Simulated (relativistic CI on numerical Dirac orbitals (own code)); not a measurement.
# Sn⁴⁰⁺: one ion under different settings

How much do the settings matter for Sn⁴⁰⁺? One ion, several inputs.

Program: relativistic CI on numerical Dirac orbitals (own code) version 3. Level of theory: Dirac-Coulomb-Breit CI, KLI orbitals optimised for each configuration, model QED (radiative potential, 1s self-energy scaled to tabulated hydrogen-like ionisation energies), numerical settings as typed. These are calculated values, not measurements, unless marked.

## Step 1: What is computed

| Item | Value |
| --- | --- |
| ion | Sn⁴⁰⁺ (Sn XLI) |
| nuclear charge | 50 |
| electrons | 10 |
| isotope | A = 120 |

## Step 2: An attempt

The run's settings:

```ini
atom Sn  Z=50  charge=40  electrons=10
nucleus A=120  rms_radius_fm=4.6519
hamiltonian dirac-coulomb  breit=on  qed=on  c_scale=1
orbitals kli  potential=per-configuration
slater_scale 1
correlation none
mixing on
grid step=0.0125 r_max=3.1
scf mixing=0.4 start=green max_iterations=6 tolerance=2e-08 node_fill=0.05
configurations
  [He] 2s2 2p6
end
```

Run with:

```
python run_levels.py task.json out
```

The settings of every run stand in task.json; they run in order.

Main fields of the result record, rounded:

```text
{
  "status": "not_converged",
  "warnings": ["SCF of 1s2 2s2 2p6 did not converge"],
  "scf_steps of the first configuration [iteration, E_Ha, residual, outer_eigenvalue_Ha]": [
    [1, -4699.714982, 3.57, -294.7],
    [2, -4710.260913, 2.11, -269.7],
    [3, -4715.820438, 0.0553, -235.7],
    [4, -4715.829316, 0.0156, -236.2],
    [5, -4715.829735, 9.25e-05, -236],
    [6, -4715.829734, 2.38e-05, -236]
  ]
}
```

It took 0.0069 s on 1 thread, shared host.

Diagnosis: the run ended without a result. The SCF ran into its iteration limit before the residual met the tolerance. The input had iteration limit 6. The cure is to restore the usual settings of the SCF.

## Step 3: The mended input

The settings differ from step 2 so:

```diff
@@ -8,3 +8,3 @@
 grid step=0.0125 r_max=3.1
-scf mixing=0.4 start=green max_iterations=6 tolerance=2e-08 node_fill=0.05
+scf mixing=0.4 start=green max_iterations=150 tolerance=2e-08 node_fill=0.05
 configurations
```

Results of the run:

```text
{
  "status": "converged",
  "levels [i, E_cm, J2, conf, term, w_term, w_jj]": [
    [0, 0, 0, "2p6", "1S", 1, 1]
  ],
  "total_energy [Ha]": -4709.3293873,
  "n_levels_all": 1,
  "overlap": 9.21174e-14,
  "scf_iterations": [8],
  "orbital_energies [Ha]": {"1s": -1164.07, "2s": -254.057, "2p1/2": -244.818, "2p3/2": -235.981},
  "configurations [conf, odd, states, E_av_Ha, breit_Ha, qed_Ha]": [
    ["2p6", 0, 1, -4715.829734, 3.628, 2.873]
  ],
  "scf_steps of the first configuration [iteration, E_Ha, residual, outer_eigenvalue_Ha]": [
    [1, -4699.714982, 3.57, -294.7],
    [2, -4710.260913, 2.11, -269.7],
    [3, -4715.820438, 0.0553, -235.7],
    [4, -4715.829316, 0.0156, -236.2],
    [5, -4715.829735, 9.25e-05, -236],
    [6, -4715.829734, 2.38e-05, -236],
    [7, -4715.829734, 5.66e-07, -236],
    [8, -4715.829734, 9.3e-09, -236]
  ]
}
```

It took 0.043 s on 1 thread, shared host.

## Step 4: Iteration limit 30, grid step 0.03, end of the grid 1.55

The settings differ from step 3 so:

```diff
@@ -7,4 +7,4 @@
 mixing on
-grid step=0.0125 r_max=3.1
-scf mixing=0.4 start=green max_iterations=150 tolerance=2e-08 node_fill=0.05
+grid step=0.03 r_max=1.55
+scf mixing=0.4 start=green max_iterations=30 tolerance=2e-08 node_fill=0.05
 configurations
```

Results of the run:

```text
{
  "status": "converged",
  "levels [i, E_cm, J2, conf, term, w_term]": [
    [0, 0, 0, "2p6", "1S", 1]
  ],
  "total_energy [Ha]": -4709.3291717,
  "n_levels_all": 1,
  "overlap": 1.17502e-11,
  "scf_iterations": [9],
  "orbital_energies [Ha]": {"1s": -1164.07, "2s": -254.057, "2p1/2": -244.818, "2p3/2": -235.981},
  "configurations [conf, odd, states, E_av_Ha, breit_Ha, qed_Ha]": [
    ["2p6", 0, 1, -4715.829517, 3.628, 2.873]
  ],
  "scf_steps of the first configuration [iteration, E_Ha, residual, outer_eigenvalue_Ha]": [
    [1, -4699.714765, 3.57, -294.7],
    [2, -4710.260695, 2.11, -269.7],
    [3, -4715.82026, 0.0551, -235.7],
    [4, -4715.828936, 0.0176, -236.2],
    [5, -4715.829517, 9.19e-05, -236],
    [6, -4715.829517, 2.79e-05, -236],
    [7, -4715.829517, 6.75e-07, -236],
    [8, -4715.829517, 3.06e-08, -236],
    [9, -4715.829517, 1.94e-10, -236]
  ]
}
```

Wall time 0.024 s (1 thread, shared host).

## Step 5: QED terms off, Slater scale 0.5, iteration limit 20

The run's settings:

```ini
atom Sn  Z=50  charge=40  electrons=10
nucleus A=120  rms_radius_fm=4.6519
hamiltonian dirac-coulomb  breit=on  qed=off  c_scale=1
orbitals kli  potential=per-configuration
slater_scale 0.5
correlation none
mixing on
grid step=0.0125 r_max=3.1
scf mixing=0.4 start=green max_iterations=20 tolerance=2e-08 node_fill=0.05
configurations
  [He] 2s2 2p6
end
```

Results of the run:

```text
{
  "status": "converged",
  "levels [i, E_cm, J2, conf, term, w_term]": [
    [0, 0, 0, "2p6", "1S", 1]
  ],
  "total_energy [Ha]": -4712.2020209,
  "n_levels_all": 1,
  "overlap": 9.21174e-14,
  "scf_iterations": [8],
  "orbital_energies [Ha]": {"1s": -1164.07, "2s": -254.057, "2p1/2": -244.818, "2p3/2": -235.981},
  "configurations [conf, odd, states, E_av_Ha, breit_Ha, qed_Ha]": [
    ["2p6", 0, 1, -4715.829734, 3.628, 0]
  ],
  "scf_steps of the first configuration [iteration, E_Ha, residual, outer_eigenvalue_Ha]": [
    [1, -4699.714982, 3.57, -294.7],
    [2, -4710.260913, 2.11, -269.7],
    [3, -4715.820438, 0.0553, -235.7],
    [4, -4715.829316, 0.0156, -236.2],
    [5, -4715.829735, 9.25e-05, -236],
    [6, -4715.829734, 2.38e-05, -236],
    [7, -4715.829734, 5.66e-07, -236],
    [8, -4715.829734, 9.3e-09, -236]
  ]
}
```

Run time: 0.014 s. Hardware: 1 thread, shared host.

## Step 6: Slater scale 1.2, tolerance 1e-05, start potential thomas-fermi

The run's settings:

```ini
atom Sn  Z=50  charge=40  electrons=10
nucleus A=120  rms_radius_fm=4.6519
hamiltonian dirac-coulomb  breit=on  qed=on  c_scale=1
orbitals kli  potential=per-configuration
slater_scale 1.2
correlation none
mixing on
grid step=0.0125 r_max=3.1
scf mixing=0.4 start=thomas-fermi max_iterations=150 tolerance=1e-05 node_fill=0.05
configurations
  [He] 2s2 2p6
end
```

Results of the run:

```text
{
  "status": "converged",
  "levels [i, E_cm, J2, conf, term, w_term]": [
    [0, 0, 0, "2p6", "1S", 1]
  ],
  "total_energy [Ha]": -4709.3293871,
  "n_levels_all": 1,
  "overlap": 8.97604e-14,
  "scf_iterations": [6],
  "orbital_energies [Ha]": {"1s": -1164.07, "2s": -254.057, "2p1/2": -244.818, "2p3/2": -235.981},
  "configurations [conf, odd, states, E_av_Ha, breit_Ha, qed_Ha]": [
    ["2p6", 0, 1, -4715.829734, 3.628, 2.873]
  ],
  "scf_steps of the first configuration [iteration, E_Ha, residual, outer_eigenvalue_Ha]": [
    [1, -4698.623391, 3.17, -213.4],
    [2, -4710.143341, 1.78, -222.9],
    [3, -4715.829672, 0.0241, -236.2],
    [4, -4715.829817, 0.00222, -236],
    [5, -4715.829739, 0.00011, -236],
    [6, -4715.829734, 1.26e-06, -236]
  ]
}
```

It took 0.047 s on 1 thread, shared host.

## Step 7: Node fill 0.5

The run's settings:

```ini
atom Sn  Z=50  charge=40  electrons=10
nucleus A=120  rms_radius_fm=4.6519
hamiltonian dirac-coulomb  breit=on  qed=on  c_scale=1
orbitals kli  potential=per-configuration
slater_scale 1
correlation none
mixing on
grid step=0.0125 r_max=3.1
scf mixing=0.4 start=green max_iterations=150 tolerance=2e-08 node_fill=0.5
configurations
  [He] 2s2 2p6
end
```

Results of the run:

```text
{
  "status": "converged",
  "levels [i, E_cm, J2, conf, term, w_term]": [
    [0, 0, 0, "2p6", "1S", 1]
  ],
  "total_energy [Ha]": -4709.335372,
  "n_levels_all": 1,
  "overlap": 9.42556e-14,
  "scf_iterations": [9],
  "orbital_energies [Ha]": {"1s": -1162.62, "2s": -253.762, "2p1/2": -244.408, "2p3/2": -235.609},
  "configurations [conf, odd, states, E_av_Ha, breit_Ha, qed_Ha]": [
    ["2p6", 0, 1, -4715.827252, 3.621, 2.871]
  ],
  "scf_steps of the first configuration [iteration, E_Ha, residual, outer_eigenvalue_Ha]": [
    [1, -4699.714982, 3.59, -294.7],
    [2, -4710.354746, 2.13, -269.6],
    [3, -4715.807298, 0.0574, -235.3],
    [4, -4715.829157, 0.0181, -235.9],
    [5, -4715.827244, 7.07e-05, -235.6],
    [6, -4715.827251, 1.17e-05, -235.6],
    [7, -4715.827252, 6.81e-07, -235.6],
    [8, -4715.827252, 2.35e-08, -235.6],
    [9, -4715.827252, 5.08e-10, -235.6]
  ]
}
```

It took 0.043 s on 1 thread, shared host.

## Step 8: Node fill 5

The settings differ from step 7 so:

```diff
@@ -8,3 +8,3 @@
 grid step=0.0125 r_max=3.1
-scf mixing=0.4 start=green max_iterations=150 tolerance=2e-08 node_fill=0.5
+scf mixing=0.4 start=green max_iterations=65 tolerance=2e-08 node_fill=5
 configurations
```

Results of the run:

```text
{
  "status": "converged",
  "levels [i, E_cm, J2, conf, term, w_term]": [
    [0, 0, 0, "2p6", "1S", 1]
  ],
  "total_energy [Ha]": -4709.3212226,
  "n_levels_all": 1,
  "overlap": 9.23579e-14,
  "scf_iterations": [8],
  "orbital_energies [Ha]": {"1s": -1159.07, "2s": -252.538, "2p1/2": -242.907, "2p3/2": -234.195},
  "configurations [conf, odd, states, E_av_Ha, breit_Ha, qed_Ha]": [
    ["2p6", 0, 1, -4715.788716, 3.601, 2.866]
  ],
  "scf_steps of the first configuration [iteration, E_Ha, residual, outer_eigenvalue_Ha]": [
    [1, -4699.714982, 3.69, -294.7],
    [2, -4710.648465, 2.18, -268.9],
    [3, -4715.731165, 0.0651, -233.9],
    [4, -4715.794195, 0.0145, -234.4],
    [5, -4715.788826, 0.000214, -234.2],
    [6, -4715.788731, 3.06e-05, -234.2],
    [7, -4715.788715, 1.24e-06, -234.2],
    [8, -4715.788716, 1.02e-08, -234.2]
  ]
}
```

Wall time 0.049 s (1 thread, shared host).

A bad setting: its result is shown only for the comparison.

## Step 9: The runs side by side

| setting | total energy less usual (Ha) | largest shift of a level among the lowest eight of both runs, same label and place (cm⁻¹) | SCF iterations | time | lowest level | kind of change |
| --- | --- | --- | --- | --- | --- | --- |
| usual | 0 | 0 | 8 | 0.043 s | 2p6 1S0 | - |
| iteration limit 30, grid step 0.03, end of the grid 1.55 | 0.000216 | - | 9 | 0.024 s | 2p6 1S0 | numerical |
| QED terms off, Slater scale 0.5, iteration limit 20 | -2.87 | - | 8 | 0.014 s | 2p6 1S0 | model term |
| Slater scale 1.2, tolerance 1e-05, start potential thomas-fermi | 1.86e-07 | - | 6 | 0.047 s | 2p6 1S0 | model term |
| node fill 0.5 | -0.00598 | - | 9 | 0.043 s | 2p6 1S0 | numerical |
| node fill 5 | 0.00816 | - | 8 | 0.049 s | 2p6 1S0 | unsound |

## Step 10: Results

| quantity | value |
| --- | --- |
| lowest level, usual settings | 2p6 1S0 |
| total energy | -4709.3294 Ha |
| runs without a result | 1 |

No visible change in the result comes from «Slater scale 1.2, tolerance 1e-05, start potential thomas-fermi». Only the listed configurations are in the model.
